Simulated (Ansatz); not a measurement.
# BaGa2H2: the cost of one run

All numbers below are computed with Ansatz 0.2.0 (DFT PBE, plane waves, PAW, scalar-relativistic, no spin polarisation).

## (1) The starting structure

The cell holds 40 atoms (Ba8Ga16H16): a = 9.143 Å, b = 7.918 Å, c = 10.060 Å, α = 90.00°, β = 90.00°, γ = 90.00°.

Its coordinates follow in the input file.

## (2) Run 1

400 steps of 0.5 fs at constant energy, with velocities drawn for 1400 K.

Input file input.yaml:

```yaml
crystal:
  lattice:
    - [-4.571449, -7.917982, 0.0]
    - [6.857174, -3.958991, 0.0]
    - [0.0, 0.0, 10.060276]
  atoms:
    - { symbol: Ba, position: [0.75, 0.5, 0.0] }
    - { symbol: Ga, position: [0.5, 0.3333333, 0.2344142] }
    - { symbol: Ga, position: [0.5, 0.6666667, 0.2655858] }
    - { symbol: H, position: [0.5, 0.3333333, 0.0664549] }
    - { symbol: H, position: [0.5, 0.6666667, 0.4335451] }
    - { symbol: Ba, position: [0.75, 0.5, 0.5] }
    - { symbol: Ga, position: [0.5, 0.3333333, 0.7344142] }
    - { symbol: Ga, position: [0.5, 0.6666667, 0.7655858] }
    - { symbol: H, position: [0.5, 0.3333333, 0.5664549] }
    - { symbol: H, position: [0.5, 0.6666667, 0.9335451] }
    - { symbol: Ba, position: [0.5, 0.0, 0.0] }
    - { symbol: Ga, position: [0.25, 0.8333333, 0.2344142] }
    - { symbol: Ga, position: [0.25, 0.1666667, 0.2655858] }
    - { symbol: H, position: [0.25, 0.8333333, 0.0664549] }
    - { symbol: H, position: [0.25, 0.1666667, 0.4335451] }
    - { symbol: Ba, position: [0.5, 0.0, 0.5] }
    - { symbol: Ga, position: [0.25, 0.8333333, 0.7344142] }
    - { symbol: Ga, position: [0.25, 0.1666667, 0.7655858] }
    - { symbol: H, position: [0.25, 0.8333333, 0.5664549] }
    - { symbol: H, position: [0.25, 0.1666667, 0.9335451] }
    - { symbol: Ba, position: [0.25, 0.5, 0.0] }
    - { symbol: Ga, position: [0.0, 0.3333333, 0.2344142] }
    - { symbol: Ga, position: [0.0, 0.6666667, 0.2655858] }
    - { symbol: H, position: [0.0, 0.3333333, 0.0664549] }
    - { symbol: H, position: [0.0, 0.6666667, 0.4335451] }
    - { symbol: Ba, position: [0.25, 0.5, 0.5] }
    - { symbol: Ga, position: [0.0, 0.3333333, 0.7344142] }
    - { symbol: Ga, position: [0.0, 0.6666667, 0.7655858] }
    - { symbol: H, position: [0.0, 0.3333333, 0.5664549] }
    - { symbol: H, position: [0.0, 0.6666667, 0.9335451] }
    - { symbol: Ba, position: [0.0, 0.0, 0.0] }
    - { symbol: Ga, position: [0.75, 0.8333333, 0.2344142] }
    - { symbol: Ga, position: [0.75, 0.1666667, 0.2655858] }
    - { symbol: H, position: [0.75, 0.8333333, 0.0664549] }
    - { symbol: H, position: [0.75, 0.1666667, 0.4335451] }
    - { symbol: Ba, position: [0.0, 0.0, 0.5] }
    - { symbol: Ga, position: [0.75, 0.8333333, 0.7344142] }
    - { symbol: Ga, position: [0.75, 0.1666667, 0.7655858] }
    - { symbol: H, position: [0.75, 0.8333333, 0.5664549] }
    - { symbol: H, position: [0.75, 0.1666667, 0.9335451] }
basis:
  ecutwfc: 420.0
kpoints:
  mp_grid: { grid: [1, 1, 1] }
hamiltonian:
  xc: pbe
scf:
  occupations: { method: fermi_dirac, width: 0.05 }
  lower_state_search: "off"
md:
  timestep: 0.5
  n_steps: 400
  ensemble: nve
  temperature: 1400.0
  initial_velocities: maxwell_boltzmann
  seed: 93996
```

On the command line:

```console
> ansatz run input.yaml --threads 2 --pin off --max-ram 5120MiB --backend cpu --events-out ev --progress --plain --runs-dir out
```

**Question.** How long does this run take on 2 threads of AMD EPYC 9R45 (Zen 5), shared host, and how much memory does it need?

About 8.8 min, with a peak of 0.99 GiB.
